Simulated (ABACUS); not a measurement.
## HPbNO4 under changes of volume

One of the cells (14.610 Å³/atom); the others are scaled copies at fixed shape and fractional positions:

```xyz
14
Lattice="4.1204 -0.0008 -0.0112 0.0040 6.4272 0.0536 0.0279 3.2071 7.7499" Properties=species:S:1:pos:R:3 pbc="T T T"
H     3.7380    2.9684    3.7875
H     1.6795    6.6644    4.0009
Pb    1.6467    4.2515    5.4933
Pb    3.6983    5.3813    2.2951
N     2.6193    1.9491    1.6102
N     0.5769    7.6848    6.1852
O     3.7590    3.8553    4.2210
O     2.2235    3.1363    1.5259
O     2.2071    1.0645    0.8217
O     3.4590    1.6183    2.5274
O     1.6973    5.7776    3.5672
O     0.1804    6.4980    6.2725
O     0.1698    8.5703    6.9754
O     1.4117    8.0143    5.2631
```

The cell was built by a generator and needn't be a form met in nature.

| Property | Result |
| --- | --- |
| Program | ABACUS 3.10.1 |
| Functional | PBE |
| Potentials or basis | PseudoDojo NC FR 0.4 PBE standard |
| Cutoff | 1361 eV |
| Density cutoff | 5442 eV |
| Basis | DZP LCAO (the cutoffs set its grid) |
| k mesh | 4 × 3 × 3 |
| Occupations | fermi-dirac, width 0.05 eV |
| Spin | spin-orbit coupling, no magnetisation |

| volume (Å³/atom) | energy over the lowest point (meV/atom) | pressure (GPa) | gap on the mesh (eV) | largest force (eV/Å) |
| --- | --- | --- | --- | --- |
| 13.733 | 44.30 | 10.6 | 3.28 | 3.446 |
| 14.025 | 27.32 | 8.0 | 3.26 | 2.776 |
| 14.317 | 14.80 | 5.7 | 3.23 | 2.153 |
| 14.610 | ? | ? | ? | ? |
| 14.902 | 1.51 | 1.7 | 3.18 | 1.033 |
| 15.194 | 0.00 | 0.0 | 3.15 | 0.530 |
| 15.486 | 1.49 | -1.6 | 3.11 | 0.171 |

Q: What does the run at 14.610 Å³/atom give?

A: Energy over the lowest point 6.33 meV/atom; pressure 3.6 GPa; gap on the mesh 3.21 eV; largest force 1.573 eV/Å.

Worked out: A Birch-Murnaghan fit of order 3 (a polynomial in V^(-2/3)) to the other rows has its minimum at 15.19 Å³/atom with B0 = V·E''(V) = 85 GPa and B' = 4.2 at fixed shape and positions, which overstates the stiffness. It gives 6.31 meV/atom at 14.610 Å³/atom, against the run's 6.33, and -dE/dV = 3.6 GPa, against 3.6. A parabola through the other rows of the gap, of slope -1.4 eV per unit of ln V there, gives 3.21 eV, against the run's 3.21.

Energies are extrapolated to zero smearing.

Caveats: the atomic orbitals were generated for these runs and aren't a published set; an odd mesh through Γ misses points on the zone boundary, where band edges often lie; the basis of atomic orbitals isn't converged, which shifts pressures, moduli and gaps; forces of over 1 eV/Å show positions far from the minimum, so gaps and moduli don't describe the material at rest (some runs).
